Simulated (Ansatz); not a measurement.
I need a rigid scan of one bond angle of FH₃NOSi, SMILES N[Si](O)F. Use the Ansatz DFT code, driven from Python. Settings (for the species named): PBE0, cc-pVDZ basis, multiplicity 2.

```xyz
7

N    -0.3701    1.1497    0.3017
Si    0.0974   -0.3198    0.8450
O     1.2213   -0.6830   -0.2939
F    -1.0486   -1.2881    0.5254
H     0.2995    1.5233   -0.3675
H    -1.2403    1.0493   -0.2886
H     1.1020   -1.4995   -0.7678
```

`bend_fh3nosi.py`
```python
import ansatz as az
from ase import Atoms

atoms = Atoms(['N', 'Si', 'O', 'F', 'H', 'H', 'H'], positions=[
    (-0.3701, 1.1497, 0.3017),
    (0.0974, -0.3198, 0.845),
    (1.2213, -0.683, -0.2939),
    (-1.0486, -1.2881, 0.5254),
    (0.2995, 1.5233, -0.3675),
    (-1.2403, 1.0493, -0.2886),
    (1.102, -1.4995, -0.7678),
])

first = (
    az.Crystal.molecule_from_ase(atoms).calculation()
    .basis(gaussian='cc-pVDZ')
    .functional('pbe0')
    .spin('collinear', total=1)
    .relax(force_tolerance=0.02, max_steps=80)
)
atoms.positions = first.run(threads=1).report['positions_ang']

rows = []
for angle in [85, 95, 105, 115, 125, 140, 160]:
    bent = atoms.copy()
    bent.set_angle(1, 2, 6, angle, indices=[6])
    setup = (
        az.Crystal.molecule_from_ase(bent).calculation()
        .basis(gaussian='cc-pVDZ')
        .functional('pbe0')
        .spin('collinear', total=1)
    )
    rows.append((angle, setup.run(threads=1).report['free_energy_ev']))
floor = min(e for _, e in rows)
for angle, e in rows:
    print(f'angle Si1-O2-H6 = {angle:3d} deg   {1000 * (e - floor):9.1f} meV')
```

Output of `python bend_fh3nosi.py`:
```text
angle Si1-O2-H6 =  85 deg       385.8 meV
angle Si1-O2-H6 =  95 deg       146.5 meV
angle Si1-O2-H6 = 105 deg        27.1 meV
angle Si1-O2-H6 = 115 deg         0.0 meV
angle Si1-O2-H6 = 125 deg        40.7 meV
angle Si1-O2-H6 = 140 deg       177.1 meV
angle Si1-O2-H6 = 160 deg       383.1 meV
```

Notes:
- The scan is rigid, and the energies are electronic, in a modest basis. The zero is the lowest point of the grid, which needn't be the minimum.
- The run takes the species as open-shell (spin multiplicity 2), which needn't be its ground state.
- Hardware and time: 93 s on 1 thread of AMD EPYC 7B13 (Zen 3), on a shared host, peak memory 0.27 GiB.
